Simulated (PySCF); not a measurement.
# ErF4 (Er(F)4-): the cost of one run

Computed with PySCF 2.14.0. Level: PBE0, Er lcecp-1-SVP with ECP57, F def2-SVP; scalar-relativistic core potentials, no spin–orbit coupling.

1 further run of the same task is left out (for a known fault of the program).

### Step 1. The system as given

5 atoms, charge -1, spin multiplicity 1.

Bond lengths: Er1–F2 2.066 Å, Er1–F3 2.066 Å, Er1–F4 2.066 Å, Er1–F5 2.066 Å. Angles: F2–Er1–F3 109.5°, F2–Er1–F4 109.5°, F2–Er1–F5 109.5°, F3–Er1–F4 109.5°, F3–Er1–F5 109.5°, F4–Er1–F5 109.5°.

As a file:

```xyz
5

Er    0.0000    0.0000    0.0000
F     1.1929    1.1929    1.1929
F    -1.1929   -1.1929    1.1929
F     1.1929   -1.1929   -1.1929
F    -1.1929    1.1929   -1.1929
```

Formal oxidation states: Er +3. Each metal's 11 4f electrons lie in its core potential, so multiplicities, spins and levels count the valence alone.

### Step 2. SCF at the start, singlet

The input, run.py (the lines that set the calculation):

```python
mol = gto.M(atom='''
Er     0.00000     0.00000     0.00000
F      1.19290     1.19290     1.19290
F     -1.19290    -1.19290     1.19290
F      1.19290    -1.19290    -1.19290
F     -1.19290     1.19290    -1.19290''',
    basis={'Er': 'lcecp-1-SVP', 'F': 'def2-SVP'},
    ecp={'Er': 'lcecp-1-SVP'},
    charge=-1, spin=0)
mf = dft.RKS(mol, xc='PBE0')
mf.grids.atom_grid = (50, 194)  # f atoms: unpruned, at least (60, 302)
mf = mf.density_fit()  # fitting sets: Er AutoAux, F def2-universal-JKFIT
mf.conv_tol = 1e-08; mf.max_cycle = 55
mf.kernel(dm0)  # dm0: free metal ions and neutral atoms
```

Run with:

```
$ OMP_NUM_THREADS=2 python run.py
```

Q: Estimate wall time and peak memory on 2 threads of Intel Xeon Platinum 8488C (Sapphire Rapids), shared host.

About 2 s, with a peak of 0.44 GiB.
